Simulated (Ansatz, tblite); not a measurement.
# The cluster Al11Sb10F3: one state, many levels

Aim: run the singlet of the cluster Al11Sb10F3 at one geometry on many levels, and compare frontier levels, spin and run time.

Method: as each input shows; program: Ansatz 0.2.0, Gaussian basis.

Levels to be run: GFN1-xTB, PBE-D4/def2-TZVP, r2SCAN-D4/def2-TZVP, BLYP-D4/def2-TZVP, PBE-D4/def2-SVP, PBE0-D4/def2-SVP, MP2/def2-SVP.

4 further runs of the same task are left out: 1 for a known fault of the program, 3 set aside as unsound or not needed.

## 1. The structure

The geometry is that of the singlet, from an earlier relaxation (r2SCAN-D4/def2-SVP).

24 atoms, charge 0, spin multiplicity 1.

Bond lengths: Al1–Sb15 2.579 Å, Al1–Sb16 2.553 Å, Al1–Sb17 2.868 Å, Al2–F12 1.681 Å, Al2–Sb15 2.777 Å, Al2–Sb16 2.770 Å, Al2–Sb18 2.801 Å, Al3–F13 1.691 Å, Al3–Sb17 2.707 Å, Al3–Sb18 2.867 Å, Al3–Sb19 2.630 Å, Al4–Al5 2.773 Å, Al4–F14 1.890 Å, Al4–Sb15 2.657 Å, Al4–Sb17 2.702 Å, Al5–Al6 2.768 Å, Al5–Al7 2.784 Å and more. Angles: Sb15–Al1–Sb16 125.2°, Sb15–Al1–Sb17 113.0°, Sb16–Al1–Sb17 66.2°, F12–Al2–Sb15 115.2°, F12–Al2–Sb16 113.3°, F12–Al2–Sb18 105.5°, Sb15–Al2–Sb16 110.5°, Sb15–Al2–Sb18 106.0°, Sb16–Al2–Sb18 105.6°, F13–Al3–Sb17 107.0°, F13–Al3–Sb18 98.7° and more.

Geometry (Å):

| atom | x (Å) | y (Å) | z (Å) |
| --- | --- | --- | --- |
| Al1 | -3.34065 | -3.22067 | -0.06212 |
| Al2 | -3.03340 | -1.14445 | -1.85061 |
| Al3 | -2.42172 | 1.07247 | 1.47324 |
| Al4 | -0.79372 | -1.89112 | 0.43851 |
| Al5 | 0.94057 | 0.12858 | -0.33874 |
| Al6 | 2.09222 | -1.87800 | 1.18000 |
| Al7 | 2.85739 | 0.68951 | -2.27773 |
| Al8 | 0.86294 | 2.21945 | -2.22510 |
| Al9 | -0.36461 | 3.01491 | 0.55043 |
| Al10 | 2.68338 | 2.31828 | 0.16346 |
| Al11 | 4.32321 | -0.61982 | -0.03361 |
| F12 | -3.66542 | -0.82348 | -3.37518 |
| F13 | -3.94534 | 1.74906 | 1.19066 |
| F14 | 0.52328 | -2.76720 | 1.47259 |
| Sb15 | -1.35798 | -3.35473 | -1.70615 |
| Sb16 | -4.96421 | -1.25994 | 0.13153 |
| Sb17 | -2.82336 | -1.50903 | 2.18085 |
| Sb18 | -1.44179 | 1.07214 | -1.22074 |
| Sb19 | -0.79991 | 2.46775 | 3.00267 |
| Sb20 | 2.37296 | -1.89258 | -1.55806 |
| Sb21 | 1.69741 | 0.89068 | 2.28817 |
| Sb22 | 4.25885 | -1.44218 | 2.42577 |
| Sb23 | 4.98463 | 1.72932 | -1.06152 |
| Sb24 | 1.33005 | 4.43725 | -0.81604 |

Sb takes a core potential in the def2 sets. No spin-orbit coupling is included.

PBE0-D4/def2-TZVP was run before; its log isn't repeated, and its numbers join the tables.

## 2. GFN1-xTB

Tight binding, by tblite at 300 K electronic temperature and without a spin-polarisation term:

```python
tblite.interface.Calculator('GFN1-xTB', numbers, positions, charge=0, uhf=0).singlepoint()
```

Energy -1503.3469 eV, HOMO -8.01 eV, LUMO -7.76 eV; 0.37 s.

## 3. PBE-D4/def2-TZVP

start.molden holds the orbitals of an earlier run on this state, given as this run's starting guess.

Contents of in.yaml:

```yaml
crystal:
  periodic: [false, false, false]
  atoms:
    - {symbol: Al, position_ang: [-3.340654, -3.220671, -0.062119]}
    - {symbol: Al, position_ang: [-3.033395, -1.144451, -1.850615]}
    - {symbol: Al, position_ang: [-2.421721, 1.072471, 1.473245]}
    - {symbol: Al, position_ang: [-0.793717, -1.891115, 0.438511]}
    - {symbol: Al, position_ang: [0.940571, 0.128578, -0.338736]}
    - {symbol: Al, position_ang: [2.092224, -1.878001, 1.179998]}
    - {symbol: Al, position_ang: [2.857395, 0.689512, -2.277727]}
    - {symbol: Al, position_ang: [0.862944, 2.219455, -2.225096]}
    - {symbol: Al, position_ang: [-0.364609, 3.014911, 0.550426]}
    - {symbol: Al, position_ang: [2.683382, 2.318280, 0.163463]}
    - {symbol: Al, position_ang: [4.323210, -0.619825, -0.033605]}
    - {symbol: F, position_ang: [-3.665416, -0.823481, -3.375178]}
    - {symbol: F, position_ang: [-3.945337, 1.749060, 1.190659]}
    - {symbol: F, position_ang: [0.523275, -2.767196, 1.472594]}
    - {symbol: Sb, position_ang: [-1.357985, -3.354731, -1.706149]}
    - {symbol: Sb, position_ang: [-4.964207, -1.259942, 0.131528]}
    - {symbol: Sb, position_ang: [-2.823362, -1.509029, 2.180853]}
    - {symbol: Sb, position_ang: [-1.441785, 1.072136, -1.220745]}
    - {symbol: Sb, position_ang: [-0.799914, 2.467747, 3.002674]}
    - {symbol: Sb, position_ang: [2.372958, -1.892584, -1.558056]}
    - {symbol: Sb, position_ang: [1.697406, 0.890682, 2.288167]}
    - {symbol: Sb, position_ang: [4.258851, -1.442180, 2.425769]}
    - {symbol: Sb, position_ang: [4.984629, 1.729324, -1.061523]}
    - {symbol: Sb, position_ang: [1.330055, 4.437252, -0.816039]}
basis:
  gaussian: {orbitals: def2-TZVP, fitting: {mean_field: def2-universal-jkfit}, initial_orbitals: start.molden}
hamiltonian: {xc: pbe, dispersion: d4}
scf: {omitted_lower_state_checks: [starts]}
output: {forces: true, orbitals: {seedname: orbitals}}
```

The run is started by

```
$ ansatz run in.yaml --threads 4 --pin off --events-out ev --progress --plain --max-ram 46080MiB --backend cuda --devices 0, --max-vram 37GiB
```

After this run come: r2SCAN-D4/def2-TZVP; BLYP-D4/def2-TZVP; PBE-D4/def2-SVP; PBE0-D4/def2-SVP; MP2/def2-SVP.

**Question.** What will the summary of the whole plan be? Wanted: gap in def2-TZVP, named functionals, smallest and largest; correlation energy, MP2/def2-SVP; binding an atom, functionals in def2-TZVP; PBE0 total energy, smallest basis above largest.

As calculated:

```
                                                 quantity                                 value
gap in def2-TZVP, named functionals, smallest and largest  0.80 eV (BLYP-D4), 1.80 eV (PBE0-D4)
                         correlation energy, MP2/def2-SVP                             -69.71 eV
                binding an atom, functionals in def2-TZVP    3.03 (BLYP-D4) to 3.27 eV (PBE-D4)
          PBE0 total energy, smallest basis above largest        37.00 eV (def2-SVP, def2-TZVP)
```

**Reading.** Orbital gaps of the named functionals in def2-TZVP span 0.80 eV (BLYP-D4) to 1.80 eV (PBE0-D4); exact exchange widens it.
